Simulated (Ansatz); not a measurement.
# C₂H₇BClN, SMILES CNB(C)Cl: a rigid torsion scan

Program: Ansatz 0.2.0 through its Python package.

At the Python prompt:
```pycon
>>> import ansatz as az
>>> from ase import Atoms
>>> BASIS_SET = "6-31G*"
>>> FUNCTIONAL = "pbe"
>>> DISPERSION = "d3bj"
>>> FMAX = 0.02
>>> atoms = Atoms(["C", "N", "B", "C", "Cl", "H", "H", "H", "H", "H", "H", "H"], positions=[
...     (-1.448, 0.3782, -0.6358),
...     (-0.1225, 0.408, -1.1398),
...     (0.8368, 0.4462, 0.016),
...     (1.1035, -0.7884, 1.0072),
...     (1.975, 1.8989, 0.2206),
...     (-2.1912, 0.4461, -1.5151),
...     (-1.6896, -0.478, -0.0322),
...     (-1.6523, 1.3579, -0.0563),
...     (0.0415, -0.4636, -1.6208),
...     (0.3484, -1.6187, 0.7345),
...     (0.7809, -0.483, 2.0683),
...     (2.0945, -1.1588, 0.9872),
... ])
>>> first = (
...     az.Crystal.molecule_from_ase(atoms).calculation()
...     .basis(gaussian=BASIS_SET)
...     .functional(FUNCTIONAL, dispersion=DISPERSION)
...     .relax(force_tolerance=FMAX, max_steps=80)
... )
>>> atoms.positions = first.run().report["positions_ang"]
>>> start = atoms.get_dihedral(2, 1, 0, 5)
>>> energies = {}
>>> for turn in range(0, 121, 15):
...     turned = atoms.copy()
...     turned.set_dihedral(2, 1, 0, 5, start + turn, indices=[0, 5, 6, 7])
...     job = (
...         az.Crystal.molecule_from_ase(turned).calculation()
...         .basis(gaussian=BASIS_SET)
...         .functional(FUNCTIONAL, dispersion=DISPERSION)
...     )
...     energies[round((start + turn) % 360)] = job.run().report["free_energy_ev"]
...
>>> floor = min(energies.values())
>>> print("dihedral B2-N1-C0-H5 (deg)   E - E(min) (eV)")
dihedral B2-N1-C0-H5 (deg)   E - E(min) (eV)
>>> for angle, e in sorted(energies.items()):
...     print(f"{angle:8d} {(e - floor):14.3f}  " + "#" * int(30 * (e - floor) / max(max(energies.values()) - floor, 1e-9)))
...
     121          0.000
     136          0.008  ####
     151          0.026  ##############
     166          0.044  ########################
     181          0.053  ##############################
     196          0.048  ##########################
     211          0.032  ##################
     226          0.016  #########
     241          0.009  #####
```

The scan is rigid and the energies are electronic, in a modest basis. With rigid groups the curve can differ much from the relaxed path, the start wasn't checked as a minimum of this torsion, and equivalent turns needn't return to the same energy. Hardware and time: 2.2 min on 1 thread of Intel(R) Xeon(R) Platinum 8259CL CPU @ 2.50GHz (Skylake/Cascade Lake), with other jobs on the host, peak memory 0.23 GiB.
